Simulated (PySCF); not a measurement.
**TmOF: other functionals and bases at one geometry**

How far do other levels of theory move the description of TmOF, and what does each cost? The species was built from a template and needn't be a known compound.

Computed with PySCF 2.14.0. Level: several levels, as the steps say, no spin–orbit coupling.

1 further run of the same task is left out (for a known fault of the program).

**1. The system as given**

3 atoms, charge 0, spin multiplicity 1.

Bond lengths: Tm1–O2 1.807 Å, Tm1–F3 1.995 Å. Angles: O2–Tm1–F3 112.4°.

Geometry (Å):

```xyz
3
FOTm
Tm    0.0223    0.0000   -0.3174
O     1.5154    0.0000    0.7000
F    -1.6447    0.0000    0.7794
```

Formal oxidation states: Tm +3. Each metal's 12 4f electrons lie in its core potential, so multiplicities, spins and levels count the valence alone. An earlier session relaxed this geometry at PBE0, Tm lcecp-1-SVP with ECP58, O def2-SVP, F def2-SVP (singlet, point group Cs).

At PBE0 on the finer grid: E = -213.653493 Eh, HOMO -6.62 eV, LUMO -2.58 eV, Mulliken charge on Tm1 +0.90 e, largest force component 0.012 eV/Å. 

Levels to run: wB97X; r2SCAN; PBE0, TZVP. Hardware: 2 threads of Arm Neoverse V1, shared host.

**2. wB97X**

Input file run.py (the lines that set the calculation):

```python
mol = gto.M(atom='''
Tm     0.02231     0.00000    -0.31738
O      1.51545     0.00000     0.70000
F     -1.64474     0.00000     0.77940''',
    basis={'Tm': 'lcecp-1-SVP', 'O': 'def2-SVP', 'F': 'def2-SVP'},
    ecp={'Tm': 'lcecp-1-SVP'},
    charge=0, spin=0)
mf = dft.RKS(mol, xc='WB97X')
mf.grids.atom_grid = (75, 302)  # f atoms: unpruned, at least (60, 302)
mf = mf.density_fit()  # fitting sets: Tm AutoAux, O def2-universal-JKFIT, F def2-universal-JKFIT
mf.conv_tol = 1e-08; mf.max_cycle = 55
mf.kernel(dm0)  # dm0: the density of the relaxed state
```

Run with:

```
$ OMP_NUM_THREADS=2 python run.py
```

**3. r2SCAN**

Edit run.py (the lines that set the calculation) of step 2 so:

```diff
@@ -7,3 +7,3 @@
     charge=0, spin=0)
-mf = dft.RKS(mol, xc='WB97X')
+mf = dft.RKS(mol, xc='R2SCAN')
 mf.grids.atom_grid = (75, 302)  # f atoms: unpruned, at least (60, 302)
```

**4. PBE0, TZVP**

Basis: Tm lcecp-1-TZVP with ECP58, O def2-TZVP, F def2-TZVP. 

Input file run.py (the lines that set the calculation):

```python
mol = gto.M(atom='''
Tm     0.02231     0.00000    -0.31738
O      1.51545     0.00000     0.70000
F     -1.64474     0.00000     0.77940''',
    basis={'Tm': 'lcecp-1-TZVP', 'O': 'def2-TZVP', 'F': 'def2-TZVP'},
    ecp={'Tm': 'lcecp-1-TZVP'},
    charge=0, spin=0)
mf = dft.RKS(mol, xc='PBE0')
mf.grids.atom_grid = (75, 302)  # f atoms: unpruned, at least (60, 302)
mf = mf.density_fit()  # fitting sets: Tm AutoAux, O def2-universal-JKFIT, F def2-universal-JKFIT
mf.conv_tol = 1e-08; mf.max_cycle = 55
mf.kernel(dm0)  # dm0: free metal ions and neutral atoms
```

**Question.** What will these runs give? Wanted: for each run, HOMO; gap; charge on Tm1; dipole; largest force.

As calculated:

| level | state | HOMO (eV) | gap (eV) | charge on Tm1 (e) | dipole (D) | largest force (eV/Å) | basis functions | time |
| --- | --- | --- | --- | --- | --- | --- | --- | --- |
| PBE0 (relaxed here) | singlet | -6.62 | 4.04 | 0.90 | 7.58 | 0.01 | 61 | 3.2 s |
| wB97X | singlet | -8.88 | 8.15 | 0.91 | 7.96 | 0.24 | 61 | 2 s |
| r2SCAN | singlet | -5.38 | 2.65 | 0.88 | 7.35 | 0.49 | 61 | 2.2 s |
| PBE0, TZVP | singlet | -6.61 | 4.04 | 1.30 | 7.86 | 0.17 | 109 | 4.8 s |

Times are on 2 threads of Arm Neoverse V1, shared host; the first row also made further properties.

In one basis the HOMO–LUMO gap runs from 2.65 eV (r2SCAN) to 8.15 eV (wB97X). The largest leftover force, 0.49 eV/Å with r2SCAN, stands at a geometry relaxed at another level. The Mulliken charge on Tm spans +0.88 to +1.30 e over the levels. With 4f in the core, its levels are missing from HOMO and gap. Total energies of different levels can't be compared. Spin–orbit coupling is left out throughout.
